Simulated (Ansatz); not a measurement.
**C₂H₆Al₂: basis-set convergence**

An exercise on one series of results from a longer session: the logs are not shown, and one member is left open.

Method: one geometry, several basis sets; program: Ansatz 0.2.0, Gaussian basis.

Plan: PBE0-D4/def2-SVP; ωB97M-V/def2-SVP; PBE0-D4/def2-QZVPP; ωB97M-V/def2-QZVPP; the functionals' def2-TZVPP values are taken from earlier runs.

### The geometry

All runs share one geometry, relaxed beforehand with PBE0-D4 in a triple-zeta def2 set.

10 atoms, charge 0, spin multiplicity 1.

Atoms are counted from 1 here; the program's logs count them from 0.

Bond lengths: Al1–C2 1.863 Å, Al1–Al4 2.528 Å, Al1–H5 1.571 Å, Al1–H6 1.745 Å, C2–C3 1.520 Å, C2–H7 1.088 Å, C3–Al4 1.936 Å, C3–H8 1.090 Å, C3–H9 1.086 Å, Al4–H6 1.775 Å, Al4–H10 1.574 Å. Angles: C2–Al1–Al4 54.3°, C2–Al1–H5 149.0°, C2–Al1–H6 94.1°, Al4–Al1–H5 147.8°, Al4–Al1–H6 44.6°, H5–Al1–H6 116.1°, Al1–C2–C3 120.8°, Al1–C2–H7 122.0°, C3–C2–H7 117.2°, C2–C3–Al4 73.3°, C2–C3–H8 113.9°, C2–C3–H9 117.4°, Al4–C3–H8 114.5°, Al4–C3–H9 122.3°, H8–C3–H9 110.7° and more.

The first run:

File in.yaml:

```yaml
crystal:
  periodic: [false, false, false]
  atoms:
    - {symbol: Al, position_ang: [-1.286956, 0.968848, -0.497554]}
    - {symbol: C, position_ang: [-0.601224, -0.721231, -0.116452]}
    - {symbol: C, position_ang: [0.447058, -0.909599, 0.967583]}
    - {symbol: Al, position_ang: [1.163494, 0.386841, -0.278637]}
    - {symbol: H, position_ang: [-2.386813, 1.850403, -1.191399]}
    - {symbol: H, position_ang: [0.147412, 1.808543, 0.034796]}
    - {symbol: H, position_ang: [-0.920489, -1.608328, -0.659754]}
    - {symbol: H, position_ang: [0.938523, -1.882604, 0.941416]}
    - {symbol: H, position_ang: [0.168813, -0.646419, 1.983791]}
    - {symbol: H, position_ang: [2.413482, 0.702346, -1.180890]}
basis:
  gaussian: {orbitals: def2-SVP}
hamiltonian: {xc: pbe0, dispersion: d4}
output: {orbitals: {seedname: orbitals}}
```

Run with:

```bash
$ ansatz run in.yaml --threads 2 --pin off --events-out ev --progress --plain --max-ram 4352MiB
```

Among the steps run: PBE0-D4 in def2-SVP; ωB97M-V in def2-SVP; PBE0-D4 in def2-QZVPP; ωB97M-V in def2-QZVPP.

One of the session's tables, all rows but one given; the rest of the session is left out.

```
functional       basis  HOMO (eV)  LUMO (eV)
   PBE0-D4    def2-SVP      -5.69      -1.34
   PBE0-D4  def2-TZVPP      -5.68      -1.39
   PBE0-D4  def2-QZVPP          ?          ?
   ωB97M-V    def2-SVP      -7.62       0.40
   ωB97M-V  def2-TZVPP      -7.63       0.27
   ωB97M-V  def2-QZVPP      -7.64       0.11
```

Q: Estimate the row for PBE0-D4, def2-QZVPP from the others.

The run gave: HOMO (eV): -5.68; LUMO (eV): -1.42.
